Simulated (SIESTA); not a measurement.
**HfMoC2 under changes of volume**

One of the cells (11.421 Å³/atom); the others are scaled copies at fixed shape and fractional positions:

```
CELL_PARAMETERS angstrom
3.19142 0.00000 0.00000
0.00000 3.19142 0.00000
0.00000 0.00000 4.48516
ATOMIC_POSITIONS crystal
Hf 0.00000 0.00000 0.00000
Mo 0.50000 0.50000 0.50000
C 0.50000 0.50000 0.00000
C 0.00000 0.00000 0.50000
```

The cell comes from a database or a generator and needn't be the stable form of this composition.

| Property | Result |
| --- | --- |
| Program | SIESTA 5.4.2 |
| Functional | LDA |
| Potentials or basis | PseudoDojo 0.4 standard (LDA files) |
| Basis | DZP (energy shift 0.003 Ry; two zetas on semicore shells) |
| Grid cutoff | 800 Ry |
| Energy shift | 0.003 Ry |
| k mesh | 8 × 8 × 6 |
| Occupations | fermi-dirac, width 0.05 eV |
| Spin | no spin polarisation |

```tsv
volume (Å³/atom)	energy over the lowest point (meV/atom)	pressure (GPa)
10.735	6.18	7.8
10.964	0.00	1.1
11.192	2.87	-5.0
11.421	14.02	-10.5
11.649	32.62	-15.4
11.877	?	?
12.106	89.23	-23.9
```

Q: What does the run at 11.877 Å³/atom give?

A: Energy over the lowest point 57.91 meV/atom; pressure -19.9 GPa.

Worked out: A Birch-Murnaghan fit of order 3 (a polynomial in V^(-2/3)) to the other rows has its minimum at 11.00 Å³/atom with B0 = V·E''(V) = 302 GPa and B' = 3.9 at fixed shape and positions, which overstates the stiffness. It gives 57.82 meV/atom at 11.877 Å³/atom, against the run's 57.91, and -dE/dV = -19.9 GPa, against -19.9.

Energies are extrapolated to zero smearing.

Caveats: short orbitals over semicore shells can move pressures by several GPa; the basis of atomic orbitals isn't converged, which shifts pressures, moduli and gaps.
